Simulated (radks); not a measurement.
# Ba⁴⁶⁺ in 1s1.75 2s2 2p6 3s0.25: an all-electron calculation

Aim: the levels, the sizes of the orbitals and the parts of the energy of the barium ion Ba46+.

The numbers are computed with radks (a radial shooting solver on a logarithmic mesh, Libxc functionals) version 1 (scalar-relativistic Kohn-Sham, PBEsol, spin-polarised, spherical densities, finite nucleus; open shells are filled with parallel spins first), except any that are marked as measured or tabulated.

**1. The atom as given**

| Item | Value |
| --- | --- |
| element | barium (Z = 56) |
| charge | +46 |
| electrons | 10 |
| configuration | 1s1.75 2s2 2p6 3s0.25 |
| nuclear rms radius | 4.8378 fm |

**2. The calculation**

Input:

```text
Z 56
configuration 1s1.75 2s2 2p6 3s0.25 3p0 4s0 3d0 4f0
relativity scalar-relativistic
functional pbe_sol,pbe_sol
spin polarised
nucleus finite rms 4.8378 fm
c 137.035999084
```

The run is started by

```
$ python run_ks.py task.json out
```

The same process makes all the runs of this session.

Q: Predict the outcome of this run.

**Answer**, as computed:

```
                        quantity                    value
                    total energy       -5677.5313 hartree
exchange-correlation share of it                   1.58 %
                            −T/E                   1.0680
          highest occupied level        3s up, -3703.3 eV
    most extended occupied level  3s up, <r> = 0.256 bohr
 radius at density 0.001 e/bohr³               0.604 bohr
    maxima of the radial density                        2
```

3 principal shells are occupied and 2 maxima appear in the radial density; where shells overlap, one shows as a shoulder or not at all. −T/E is 1.068: with relativity the kinetic term as defined here no longer equals −E. This is not the tabulated ground configuration, so its levels and sizes aren't those of the ground state, and no measured value stands beside it.
